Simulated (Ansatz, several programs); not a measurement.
GaN built on the zincblende prototype, relaxed with r2SCAN in Ansatz (plane waves, PAW): it is cubic, F-43m (No. 216); conventional cell a = 4.498 Å, 11.37 Å³ an atom. Around Ga lie 4 N at 1.95 Å; around N lie 4 Ga at 1.95 Å. The cell was then scaled with its shape and fractional coordinates held. Calculated for a static, non-magnetic cell.

| V (Å³/atom) | E (meV/atom) |
| --- | --- |
| 10.692 | 28.00 |
| 11.033 | 6.61 |
| 11.375 | 0.00 |
| 12.057 | 22.70 |

(1) Pass a cubic E = c₀ + c₁u + c₂u² + c₃u³, with u = V − 11.289 Å³, through these points.

(2) Where is the minimum, and what bulk modulus follows?

(3) Predict the energy and the pressure at the withheld volume, 11.716 Å³.

Answers

(1) c₀ = 0.38, c₁ = -9.233, c₂ = 56.708, c₃ = -8.9114 (meV and Å³).

(2) dE/du = 0 at u = +0.083, so V₀ = 11.37 Å³. B = V₀ d²E/dV² = 11.37 × (2c₂ + 6c₃u) = 11.37 × 108.976 = 1239 meV/Å³, and 1 meV/Å³ is 0.16022 GPa: 199 GPa. A third-order Birch-Murnaghan fit to all five points gives 11.37 Å³ and 197 GPa.

(3) With u = +0.427: E ≈ 6.08 meV and P = −dE/dV ≈ -5.50 GPa. The run gives 5.99 meV and, from its stress, -5.46 GPa.
